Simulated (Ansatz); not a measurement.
# Rh: the cost of one run

Computed with Ansatz 0.2.0 through its Python package. Level of theory: DFT LDA, plane waves, PAW.

This is Rh in the hcp structure; at room conditions it is fcc.

### 1 The structure

The structure is hexagonal, space group P6_3/mmc (No. 194). Conventional cell: a = 2.731 Å, b = 2.731 Å, c = 4.428 Å, α = 90.00°, β = 90.00°, γ = 120.00°. Rh (site symmetry -6m2) is surrounded by 12 Rh at 2.72 to 2.73 Å.

The script holds or builds the structure itself.

### 2 The code

The input, push_rh.py:

```python
"""Energy and force of Rh as one atom is pushed off its site."""

import argparse

import ansatz as az
import numpy as np
from pymatgen.core import Lattice, Structure
from pymatgen.io.ase import AseAtomsAdaptor

parser = argparse.ArgumentParser(description="Energy and force of Rh as one atom is pushed off its site.")
parser.add_argument("--xc", required=True, help="exchange-correlation functional")
parser.add_argument("--ecut", type=float, default=510.0, help="plane-wave cutoff (eV)")
parser.add_argument("--kmesh", type=int, nargs=3, required=True, help="k-point sampling")
parser.add_argument("--smearing-width", type=float, default=0.15, help="smearing width (eV)")
args = parser.parse_args()


def main() -> None:
    pmg_structure = Structure(
        Lattice([(2.730979, 0.0, 0.0), (-1.36549, 2.365097, 0.0), (0.0, 0.0, 4.428489)]),
        ["Rh", "Rh"],
        [
            (2 / 3, 1 / 3, 0.75),
            (1 / 3, 2 / 3, 0.25),
        ],
    )
    system = az.Crystal.from_ase(AseAtomsAdaptor.get_atoms(pmg_structure))

    inverse = np.linalg.inv(np.array(system.lattice.vectors))
    home = np.array(system.sites[0].position)
    values = np.linspace(-0.1, 0.1, 5)
    energies, pulls = [], []
    for shift in values:
        moved = system.move(0, to=home + shift * inverse[1])
        base = (
            moved.calculation()
            .functional(args.xc)
            .basis(args.ecut)
            .kpoints(mesh=args.kmesh)
            .occupations(az.OccupationsMethod.FERMI_DIRAC, width=args.smearing_width)
            .forces()
        )
        report = base.run().report
        energies.append(report["free_energy_ev"])
        pulls.append(report["forces_ev_ang"][0][1])

    # the force is minus the slope of the free energy
    print("shift (A)   dE (eV)   force along y (eV/A)")
    for shift, e, f in zip(values, energies, pulls):
        print(f"{shift:8.3f} {e - energies[2]:10.5f} {f:12.4f}")
    print(f"stiffness from energies {2 * np.polyfit(values, energies, 2)[0]:.3f}, from forces {-np.polyfit(values, pulls, 1)[0]:.3f} eV/A^2")


if __name__ == "__main__":
    main()
```

### 3 What the engine is handed

The package turns the script's settings into the engine's input (first run):

```yaml
crystal:
  lattice:
    - [2.730979, 0.0, 0.0]
    - [-1.36549, 2.365097, 0.0]
    - [0.0, 0.0, 4.428489]
  atoms:
    - { symbol: Rh, position: [0.6455258769618669, 0.29105176940593414, 0.75] }
    - { symbol: Rh, position: [0.3333333333333333, 0.6666666666666666, 0.25] }
basis:
  ecutwfc: 510.0
kpoints:
  mp_grid:
    grid: [14, 14, 8]
hamiltonian:
  xc: lda
scf:
  occupations:
    method: fermi_dirac
    width: 0.15
output:
  forces: true
```

### 4 Running it

Command:

```sh
> python push_rh.py --xc lda --kmesh 14 14 8
```

What time and memory should one allow on 1 thread of Arm Neoverse V2, shared host?

About 33 s, with a peak of 0.55 GiB.
